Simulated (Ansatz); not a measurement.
# CH6GeTe: the cost of one run

Computed with Ansatz 0.2.0, Gaussian basis. Level: the settings change from run to run.

## 1. The geometry

An earlier PBE0-D4 in a triple-zeta def2 set relaxation fixed the geometry. Te takes a core potential in def2 sets; no spin-orbit term is included.

SMILES `C[Te][GeH3]`, 9 atoms, charge 0, spin multiplicity 1.

Atoms are counted from 1 here; the program's logs count them from 0.

Bond lengths: C1–Te2 2.149 Å, C1–H4 1.087 Å, C1–H5 1.089 Å, C1–H6 1.087 Å, Te2–Ge3 2.547 Å, Ge3–H7 1.535 Å, Ge3–H8 1.539 Å, Ge3–H9 1.539 Å. Angles: Te2–C1–H4 109.8°, Te2–C1–H5 106.6°, Te2–C1–H6 109.8°, H4–C1–H5 109.8°, H4–C1–H6 111.0°, H5–C1–H6 109.8°, C1–Te2–Ge3 94.1°, Te2–Ge3–H7 107.2°, Te2–Ge3–H8 110.4°, Te2–Ge3–H9 110.4°, H7–Ge3–H8 110.0°, H7–Ge3–H9 110.0°, H8–Ge3–H9 108.8°.

## 2. LC-wPBE/x2c-TZVPPall

Options: multiplicity 3, restricted open-shell orbitals, atoms shaken by 0.08 Å.

in.yaml reads:

```yaml
crystal:
  periodic: [false, false, false]
  atoms:
    - {symbol: C, position_ang: [-0.884579, 1.019668, -1.034460]}
    - {symbol: Te, position_ang: [1.373511, 0.591664, -0.848779]}
    - {symbol: Ge, position_ang: [0.715694, -1.210352, 0.961494]}
    - {symbol: H, position_ang: [-1.311010, 0.140764, -1.231210]}
    - {symbol: H, position_ang: [-0.803830, 1.951700, -1.844325]}
    - {symbol: H, position_ang: [-1.172375, 1.475960, 0.017757]}
    - {symbol: H, position_ang: [2.137798, -1.742384, 1.323640]}
    - {symbol: H, position_ang: [-0.174401, -2.264812, 0.329888]}
    - {symbol: H, position_ang: [0.095932, -0.602431, 2.368376]}
basis:
  gaussian: {orbitals: x2c-TZVPPall}
magnetization: {spin_polarized: false, initial_magnetization: 2}
hamiltonian: {xc: {name: LC-wPBE}}
output: {forces: true}
```

Command:

```sh
$ ansatz run in.yaml --threads 4 --pin off --events-out ev --progress --plain --max-ram 10444MiB
```

**Question.** How long does this run take on 4 threads of Arm Neoverse V2, shared host, and how much memory does it need?

About 11 s, with a peak of 0.61 GiB.
